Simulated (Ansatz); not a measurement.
# AlPNH4OF (SMILES [NH2][Al]([F])[PH]O): wB97M-V/def2-SVP

Aim: the vertical ionisation energy of AlPNH4OF at wB97M-V/def2-SVP, from 2 runs. 

The results are computed with Ansatz 0.2.0.

147 further runs of the same task are left out: 147 set aside as unsound or not needed.

### Step 1. Starting point

The species is AlPNH4OF (9 atoms), meant as a singlet with charge 0. SMILES: `[NH2][Al]([F])[PH]O`. The shape is that of a PBE0-D4/def2-TZVP optimisation. This is one conformer, not always the lowest.

Bond lengths: N1–Al2 1.755 Å, Al2–F3 1.652 Å, Al2–P4 2.334 Å, P4–O5 1.677 Å, N1–H6 1.007 Å, N1–H7 1.006 Å, P4–H8 1.430 Å, O5–H9 0.960 Å. Angles: N1–Al2–F3 119.8°, N1–Al2–P4 121.0°, F3–Al2–P4 119.0°, Al2–P4–O5 96.2°, Al2–N1–H6 122.5°, Al2–N1–H7 126.3°, Al2–P4–H8 92.8°, O5–P4–H8 100.3°, P4–O5–H9 109.0°, H6–N1–H7 111.1°.

### Step 2. A single-point energy at wB97M-V/def2-SVP

File input.yaml:

```yaml
basis:
  gaussian: {orbitals: def2-SVP}
crystal:
  periodic: [false, false, false]
  atoms:
    - symbol: N
      position_ang: [1.489200, 1.004600, -0.185800]
    - symbol: Al
      position_ang: [0.882400, -0.572900, 0.285200]
    - symbol: F
      position_ang: [1.905300, -1.677400, 0.966000]
    - symbol: P
      position_ang: [-1.322700, -1.196100, -0.158400]
    - symbol: O
      position_ang: [-1.889900, 0.351100, -0.471500]
    - symbol: H
      position_ang: [0.893900, 1.722700, -0.565900]
    - symbol: H
      position_ang: [2.431700, 1.338900, -0.072400]
    - symbol: H
      position_ang: [-1.643200, -1.310200, 1.230300]
    - symbol: H
      position_ang: [-2.658100, 0.293000, -1.044600]
total_charge: 0
hamiltonian: {xc: {name: wB97M-V}}
accuracy: high
output: {orbitals: {seedname: orbitals}}
```

Launch:

```bash
$ ansatz run input.yaml --threads 1 --pin off --max-ram 3480MiB --events-out events.jsonl --progress --plain --runs-dir runs
```

Output:

```text
Warning: RAYON_NUM_THREADS=1 ignored (pool sized by the plan → 1); use --threads N
Functional definition: wB97M-V
  name "wB97M-V"
  parameter omega = 0.3/bohr
  parameter cx = 0.15
  parameter cx01 = 1.007
  parameter cx10 = 0.259
  parameter css00 = 0.443
  parameter css04 = -1.437
  parameter css10 = -4.535
  parameter css20 = -3.390
  parameter css43 = 4.278
  parameter cos00 = 1.000
  parameter cos10 = 1.358
  parameter cos20 = 2.924
  parameter cos21 = -8.812
  parameter cos60 = -1.390
  parameter cos61 = 9.142
  parameter b = 6.0
  parameter c = 0.01
  gx(w, u) = 1 - cx + cx01*u + cx10*w
  gss(w, u) = css00 + css04*u^4 + css10*w + css20*w^2 + css43*w^4*u^3
  gos(w, u) = cos00 + cos10*w + (cos20 + cos21*u)*w^2 + (cos60 + cos61*u)*w^6
  exchange = spin_sum(e_x_unif_sr(omega)*gx(b97_w, b97_u_x)) + cx*exact_x_sr(omega) + exact_x_lr(omega)
  correlation = spin_sum(e_c_pw_mod_same_spin*gss(b97_w, b97_u_same))
      + integral(e_c_pw_mod_opposite_spin*gos(b97_w_opposite, b97_u_opposite)) + vv10(b, c)
2114 factors; integrals over basis functions are off by at most 6.6e-9 eV
420 factors; integrals over basis functions are off by at most 2.1e-9 eV
mean field evaluation 1: about -22186.8822 eV, gradient 6.6e1 eV
mean field evaluation 2: about -22185.8569 eV, gradient 7.2e1 eV
mean field evaluation 4: about -22195.0603 eV, gradient 1.8e0 eV
mean field evaluation 8: about -22195.1931 eV, gradient 1.3e-1 eV
mean field evaluation 16: about -22195.1933 eV, gradient 1.2e-4 eV
mean field -22195.19325778 eV, -815.6583077810 hartree, gradient 3.9e-8 eV, S^2 0.000000; 0 other end points of the search recorded, 0 dependent functions left out
reference -22195.19326284 eV, -815.6583079672 hartree; 28, 28 occupied and 70, 70 virtual orbitals, 2114 factors
Total energy: -22195.19326284 eV, -815.6583079672 hartree
```

Wall time 2 min (1 thread of Arm Neoverse V1, shared host); peak memory 0.7 GiB.

### Step 3. The doublet cation, same level

File job.yaml:

```yaml
crystal:
  periodic: [false, false, false]
  atoms:
    - symbol: N
      position_ang: [1.489200, 1.004600, -0.185800]
    - symbol: Al
      position_ang: [0.882400, -0.572900, 0.285200]
    - symbol: F
      position_ang: [1.905300, -1.677400, 0.966000]
    - symbol: P
      position_ang: [-1.322700, -1.196100, -0.158400]
    - symbol: O
      position_ang: [-1.889900, 0.351100, -0.471500]
    - symbol: H
      position_ang: [0.893900, 1.722700, -0.565900]
    - symbol: H
      position_ang: [2.431700, 1.338900, -0.072400]
    - symbol: H
      position_ang: [-1.643200, -1.310200, 1.230300]
    - symbol: H
      position_ang: [-2.658100, 0.293000, -1.044600]
basis:
  gaussian: {orbitals: def2-SVP}
total_charge: 1
magnetization: {spin_polarized: true, initial_magnetization: 1}
hamiltonian: {xc: {name: wB97M-V}}
accuracy: high
output: {orbitals: {seedname: orbitals}}
```

Launch:

```bash
$ ansatz run job.yaml --threads 1 --pin off --max-ram 3480MiB --events-out events.jsonl --progress --plain --runs-dir runs
```

Output, shortened:

```text
Warning: RAYON_NUM_THREADS=1 ignored (pool sized by the plan → 1); use --threads N
[... 2 set-up lines as earlier in the session ...]
[...]
  gx(w, u) = 1 - cx + cx01*u + cx10*w
  gss(w, u) = css00 + css04*u^4 + css10*w + css20*w^2 + css43*w^4*u^3
  gos(w, u) = cos00 + cos10*w + (cos20 + cos21*u)*w^2 + (cos60 + cos61*u)*w^6
[...]
      + integral(e_c_pw_mod_opposite_spin*gos(b97_w_opposite, b97_u_opposite)) + vv10(b, c)
2112 factors; integrals over basis functions are off by at most 6.6e-9 eV
418 factors; integrals over basis functions are off by at most 2.6e-9 eV
[...]
mean field -22186.11787781 eV, -815.3247937189 hartree, gradient 8.1e-8 eV, S^2 0.753075; 4 other end points of the search recorded, 0 dependent functions left out
reference -22186.11788274 eV, -815.3247938999 hartree; 28, 27 occupied and 70, 71 virtual orbitals, 2112 factors
Total energy: -22186.11788274 eV, -815.3247938999 hartree
```

Run time: 4.8 min. Hardware: 1 thread of Arm Neoverse V1, shared host; peak memory 1.3 GiB.

### Step 4. Results

Level: wB97M-V/def2-SVP.

```
                                          quantity          value
                    singlet AlPNH4OF: total energy  -815.65831 Eh
                     singlet AlPNH4OF: HOMO energy       -8.80 eV
                     singlet AlPNH4OF: LUMO energy        1.54 eV
                   singlet AlPNH4OF: HOMO–LUMO gap       10.35 eV
                      doublet cation: total energy  -815.32479 Eh
doublet cation: HOMO energy (highest over α and β)      -14.49 eV
 doublet cation: LUMO energy (lowest over α and β)       -9.30 eV
                              doublet cation: ⟨S²⟩          0.753
vertical ionisation energy (to the doublet cation)       9.075 eV
```

Removing an electron at fixed nuclei costs 9.08 eV (209 kcal/mol). The negative HOMO energy of the first species, 8.80 eV, lies 0.27 eV below that difference.
